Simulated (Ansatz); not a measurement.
# AlNi: the cost of one run

Program: Ansatz 0.2.0 through its Python package. The levels of theory stand in the script. These are calculated values, not measurements.

## (1) Starting point

It takes space group Pm-3m (No. 221, cubic). The conventional cell has a = 2.881 Å, b = 2.881 Å, c = 2.881 Å, α = 90.00°, β = 90.00°, γ = 90.00°. Around Al (site symmetry m-3m) lie 8 Ni at 2.50 Å. Around Ni (site symmetry m-3m) lie 8 Al at 2.50 Å.

The script holds or builds the structure itself.

## (2) Script

run_paw_lapw.py

```python
import ansatz as az
import numpy as np
import pandas as pd


def count_gap(report):
    # lowest empty less highest filled band, counting bands; zero where they overlap
    return max(report.get('gap_by_band_count_ev') or 0.0, 0.0)


def main() -> None:
    system = (
        az.Lattice.from_parameters(2.881, 2.881, 2.881, alpha=90.0, beta=90.0, gamma=90.0)
        .atom('Al', (0.0, 0.0, 0.0))
        .atom('Ni', (0.5, 0.5, 0.5))
        .moments(Ni=2.0)
    )

    setup = (
        system.calculation()
        .functional('PBE')
        .mixing('msr1', preconditioner='kerker')
        .scf(tolerance=1e-05, max_iterations=150)
        .kpoints(mesh=(5, 5, 5), shift=0.5)
        .occupations('gaussian')
        .spin(az.SpinTreatment.COLLINEAR)
        .stress()
        .forces()
        .band_table()
    )
    variants = {
        'PAW': setup.pseudopotentials('paw'),
        'LAPW': setup.pseudopotentials('all_electron', lapw=True),
    }
    rows = []
    for label, variant in variants.items():
        r = variant.run().report
        levels = np.array(r['eigenvalues_ev'][0]) - r['fermi_energy_ev']
        print(label, 'levels at the first k-point near E_F:', np.round(levels[np.abs(levels) < 5], 3))
        rows.append((label, r['n_electrons'], np.trace(r['stress_gpa']) / 3, count_gap(r), r['magnetization_mub']))
    print(pd.DataFrame(rows, columns=['treatment', 'electrons in bands', 'P GPa', 'gap by band count eV', 'moment muB']).round(4).to_string(index=False))


if __name__ == '__main__':
    main()
```

## (3) What the engine is handed

The package turns the script's settings into the engine's input (first run):

```yaml
crystal:
  lattice:
    a: 2.881
    b: 2.881
    c: 2.881
    alpha: 90.0
    beta: 90.0
    gamma: 90.0
  atoms:
    - { symbol: Al, position: [0.0, 0.0, 0.0] }
    - { symbol: Ni, position: [0.5, 0.5, 0.5] }
kpoints:
  mp_grid:
    grid: [5, 5, 5]
    shift: [0.5, 0.5, 0.5]
hamiltonian:
  xc: pbe
  pseudopotentials:
    kind: paw
magnetization:
  spin_polarized: true
  per_species:
    Ni: 2.0
scf:
  max_iter: 150
  convergence:
    dr2_threshold: 1.0e-05
  mixing:
    algorithm: msr1
    preconditioner: kerker
  occupations:
    method: gaussian
output:
  forces: true
  stress: true
  eigenvalues: true
```

## (4) The run

Command:

```console
$ python run_paw_lapw.py
```

**Question.** How long does this script take on 1 thread of Arm Neoverse V1, shared host, and how much memory does it need?

About 12 s, with a peak of 0.49 GiB.
